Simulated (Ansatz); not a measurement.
# One shape, several levels: triplet CH4AlClO

Wanted: a comparison of 6 runs (UHF/3-21G, UB3LYP/6-31G*, UHSE06/6-31G*, USVWN5/6-31G*, RPA@PBE/6-31G*, UCCSD/6-31G*) of triplet CH4AlClO. 

The calculation is run with Ansatz 0.2.0.

128 further runs of the same task are left out: 128 set aside as unsound or not needed.

## Step 1: The structure to begin with

The species is CH4AlClO (8 atoms), meant as a triplet with charge 0. As SMILES of the parent species, `C[O][AlH][Cl]`. The shape is that of a PBE0-D4/def2-TZVP optimisation. This is one conformer, not always the lowest. That shape belongs to the parent species and isn't relaxed for this state.

Bond lengths: C1–O2 1.400 Å, O2–Al3 1.672 Å, Al3–Cl4 2.097 Å, C1–H5 1.094 Å, C1–H6 1.096 Å, C1–H7 1.094 Å, Al3–H8 1.563 Å. Angles: C1–O2–Al3 136.5°, O2–Al3–Cl4 118.9°, O2–C1–H5 109.9°, O2–C1–H6 112.3°, O2–C1–H7 109.8°, O2–Al3–H8 119.8°, Cl4–Al3–H8 121.3°, H5–C1–H6 108.3°, H5–C1–H7 108.0°, H6–C1–H7 108.3°.

## Step 2: The energy at UHF/3-21G (run 1)

Contents of input.yaml:

```yaml
crystal:
  periodic: [false, false, false]
  atoms:
    - {symbol: C, position_ang: [0.132200, 1.250600, 0.263000]}
    - {symbol: O, position_ang: [0.645300, 0.052000, -0.246000]}
    - {symbol: Al, position_ang: [0.103400, -1.519700, -0.426600]}
    - {symbol: Cl, position_ang: [-1.829000, -2.007800, 0.224400]}
    - {symbol: H, position_ang: [0.118400, 2.012400, -0.522500]}
    - {symbol: H, position_ang: [-0.886500, 1.136200, 0.650000]}
    - {symbol: H, position_ang: [0.770200, 1.612600, 1.075000]}
    - {symbol: H, position_ang: [1.038000, -2.593300, -1.072900]}
basis:
  gaussian: {orbitals: 3-21G.json}
magnetization: {spin_polarized: true, initial_magnetization: 2}
hamiltonian: {xc: hf}
accuracy: high
output: {orbitals: {seedname: orbitals}}
```

The basis set 3-21G is read from a file made from the Basis Set Exchange's data (not shown).

On the command line:

```console
ansatz run input.yaml --threads 1 --pin off --max-ram 3480MiB --events-out events.jsonl --progress --plain --runs-dir runs
```

Standard output:

```text
Warning: RAYON_NUM_THREADS=1 ignored (pool sized by the plan → 1); use --threads N
Functional definition: HF
  name "HF"
  exchange = exact_x
  correlation = 0
1171 factors; integrals over basis functions are off by at most 9.8e-9 eV
mean field evaluation 1: about -22097.0751 eV, gradient 1.7e1 eV
mean field evaluation 2: about -22097.4158 eV, gradient 1.7e1 eV
mean field evaluation 4: about -22100.2607 eV, gradient 3.8e0 eV
mean field evaluation 8: about -22100.7235 eV, gradient 8.0e-1 eV
mean field evaluation 16: about -22100.7390 eV, gradient 8.6e-3 eV
mean field evaluation 32: about -22101.8104 eV, gradient 1.6e-6 eV
mean field evaluation 64: about -22101.5539 eV, gradient 2.7e0 eV
mean field evaluation 96: about -22100.6357 eV, gradient 3.4e0 eV
mean field evaluation 128: about -22099.7629 eV, gradient 1.6e0 eV
mean field evaluation 160: about -22093.5232 eV, gradient 1.9e1 eV
mean field evaluation 192: about -22099.1170 eV, gradient 2.3e0 eV
mean field evaluation 224: about -22099.3823 eV, gradient 7.7e-1 eV
mean field evaluation 256: about -22100.7387 eV, gradient 7.4e-2 eV
mean field evaluation 288: about -22100.7390 eV, gradient 2.2e-6 eV
mean field -22101.81043811 eV, -812.2265524553 hartree, gradient 8.6e-8 eV, S^2 2.033746; 4 other end points of the search recorded, 0 dependent functions left out
reference -22101.81043811 eV, -812.2265524553 hartree; 25, 23 occupied and 27, 29 virtual orbitals, 1171 factors
Total energy: -22101.81043811 eV, -812.2265524553 hartree
```

Wall time 4.5 s (1 thread of Intel Xeon Platinum 8488C (Sapphire Rapids), shared host); peak memory 0.2 GiB.

## Step 3: A single-point energy at UB3LYP/6-31G(d) (spherical functions) (run 2)

Edit input.yaml of step 2 so:

```diff
@@ -12,5 +12,5 @@
 basis:
-  gaussian: {orbitals: 3-21G.json}
+  gaussian: {orbitals: 6-31G_st_-spherical.json}
 magnetization: {spin_polarized: true, initial_magnetization: 2}
-hamiltonian: {xc: hf}
+hamiltonian: {xc: {name: B3LYP}}
 accuracy: high
```

The basis set 6-31G* is read from a file made from the Basis Set Exchange's data (not shown).

On the command line:

```console
ansatz run input.yaml --threads 1 --pin off --max-ram 3480MiB --events-out events.jsonl --progress --plain --runs-dir runs
```

Standard output:

```text
Warning: RAYON_NUM_THREADS=1 ignored (pool sized by the plan → 1); use --threads N
Functional definition: B3LYP
  name "B3LYP"
  parameter a0 = 0.2
  parameter ax = 0.72
  parameter ac = 0.81
  exchange = (1 - a0 - ax)*slater_x + ax*b88_x + a0*exact_x
  correlation = (1 - ac)*vwn_rpa_c + ac*lyp_c
1587 factors; integrals over basis functions are off by at most 7.4e-9 eV
mean field evaluation 1: about -22255.8298 eV, gradient 4.2e1 eV
mean field evaluation 2: about -22180.5033 eV, gradient 1.2e2 eV
mean field evaluation 4: about -22261.4500 eV, gradient 1.9e1 eV
mean field evaluation 8: about -22264.6181 eV, gradient 1.7e0 eV
mean field evaluation 16: about -22264.8040 eV, gradient 5.6e-2 eV
mean field evaluation 32: about -22265.4435 eV, gradient 1.9e-2 eV
mean field evaluation 64: about -22265.4432 eV, gradient 1.3e-5 eV
mean field -22265.44352157 eV, -818.2399573579 hartree, gradient 5.4e-8 eV, S^2 2.004070; 10 other end points of the search recorded, 0 dependent functions left out
reference -22265.44356043 eV, -818.2399587862 hartree; 25, 23 occupied and 47, 49 virtual orbitals, 1587 factors
Total energy: -22265.44356043 eV, -818.2399587862 hartree
```

Run time: 35 s. Hardware: 1 thread of Intel Xeon Platinum 8488C (Sapphire Rapids), shared host; peak memory 0.46 GiB.

## Step 4: The energy at UHSE06/6-31G(d) (spherical functions) (run 3)

Contents of molecule.yaml:

```yaml
crystal:
  periodic: [false, false, false]
  atoms:
    - symbol: C
      position_ang: [0.132200, 1.250600, 0.263000]
    - symbol: O
      position_ang: [0.645300, 0.052000, -0.246000]
    - symbol: Al
      position_ang: [0.103400, -1.519700, -0.426600]
    - symbol: Cl
      position_ang: [-1.829000, -2.007800, 0.224400]
    - symbol: H
      position_ang: [0.118400, 2.012400, -0.522500]
    - symbol: H
      position_ang: [-0.886500, 1.136200, 0.650000]
    - symbol: H
      position_ang: [0.770200, 1.612600, 1.075000]
    - symbol: H
      position_ang: [1.038000, -2.593300, -1.072900]
basis:
  gaussian:
    orbitals: 6-31G_st_-spherical.json
magnetization:
  spin_polarized: true
  initial_magnetization: 2
hamiltonian:
  xc: {name: HSE06}
accuracy: high
output:
  orbitals: {seedname: orbitals}
```

The basis set 6-31G* is read from a file made from the Basis Set Exchange's data (not shown).

On the command line:

```console
ansatz run molecule.yaml --threads 1 --pin off --max-ram 3480MiB --events-out events.jsonl --progress --plain --runs-dir runs
```

Standard output (excerpt; [...] marks lines left out):

```text
Warning: RAYON_NUM_THREADS=1 ignored (pool sized by the plan → 1); use --threads N
Functional definition: HSE06
  name "HSE06"
[...]
1587 factors; integrals over basis functions are off by at most 7.4e-9 eV
103 factors; integrals over basis functions are off by at most 2.3e-9 eV
[...]
mean field -22253.08724695 eV, -817.7858726412 hartree, gradient 9.2e-8 eV, S^2 2.005451; 10 other end points of the search recorded, 0 dependent functions left out
reference -22253.08725093 eV, -817.7858727875 hartree; 25, 23 occupied and 47, 49 virtual orbitals, 1587 factors
Total energy: -22253.08725093 eV, -817.7858727875 hartree
```

Wall time 31 s (1 thread of Intel Xeon Platinum 8488C (Sapphire Rapids), shared host); peak memory 0.46 GiB.

Runs 4 to 5 aren't shown in full; the table further down has their settings and results.

## Step 5: A single-point energy at UCCSD/6-31G(d) (spherical functions) (run 6)

Contents of molecule.yaml:

```yaml
crystal:
  periodic: [false, false, false]
  atoms:
    - {symbol: C, position_ang: [0.132200, 1.250600, 0.263000]}
    - {symbol: O, position_ang: [0.645300, 0.052000, -0.246000]}
    - {symbol: Al, position_ang: [0.103400, -1.519700, -0.426600]}
    - {symbol: Cl, position_ang: [-1.829000, -2.007800, 0.224400]}
    - {symbol: H, position_ang: [0.118400, 2.012400, -0.522500]}
    - {symbol: H, position_ang: [-0.886500, 1.136200, 0.650000]}
    - {symbol: H, position_ang: [0.770200, 1.612600, 1.075000]}
    - {symbol: H, position_ang: [1.038000, -2.593300, -1.072900]}
basis:
  gaussian:
    orbitals: 6-31G_st_-spherical.json
magnetization:
  spin_polarized: true
  initial_magnetization: 2
correlation:
  method: ccsd
  frozen_orbitals: {Al: 5, C: 1, Cl: 5, H: 0, O: 1}
accuracy: high
scf:
  omitted_lower_state_checks: [cluster_reference, increment]
```

The basis set 6-31G* is read from a file made from the Basis Set Exchange's data (not shown).

On the command line:

```console
ansatz run molecule.yaml --threads 1 --pin off --max-ram 3480MiB --events-out events.jsonl --progress --plain --runs-dir runs
```

Standard output:

```text
Warning: RAYON_NUM_THREADS=1 ignored (pool sized by the plan → 1); use --threads N
[... 19 lines left out ...]
12 core orbitals not correlated: weight in the atoms' cores, before any rotation towards them, 1.000 or more for the frozen orbitals, at most 0.000 for the correlated occupied ones
[... 46 lines left out ...]
Total energy: -22226.97843352 eV, -816.8263914447 hartree
Checks for a lower state left out: cluster_reference, increment
```

Run time: 39 s. Hardware: 1 thread of Intel Xeon Platinum 8488C (Sapphire Rapids), shared host; peak memory 0.52 GiB.

## Step 6: All runs side by side

```tsv
run	level	frozen core orbitals	energy (Eh)	HOMO energy (eV)	⟨S²⟩	wall time
1	UHF/3-21G	–	-812.226552	-4.66	2.034	4.5 s
2	UB3LYP/6-31G* (spherical functions)	–	-818.239959	-2.45	2.004	35 s
3	UHSE06/6-31G* (spherical functions)	–	-817.785873	-2.35	2.005	31 s
4	USVWN5/6-31G* (spherical functions)	–	-814.748770	-1.98	2.001	9.3 s
5	RPA@PBE/6-31G* (spherical functions)	12	-817.093024	–	2.002	31 s
6	UCCSD/6-31G* (spherical functions)	12	-816.826391	–	2.037	39 s
```

## Step 7: Results

```
                                           quantity          value
                                run 6: total energy  -816.82639 Eh
run 6: correlation energy (12 core orbitals frozen)     -490.5 mEh
           run 6: ⟨S²⟩ of the reference determinant          2.037
                               run 6: T1 diagnostic          0.025
```

In words: Totals of different functionals can't be ranked against each other. All runs together took 2.5 min, the longest 39 s.
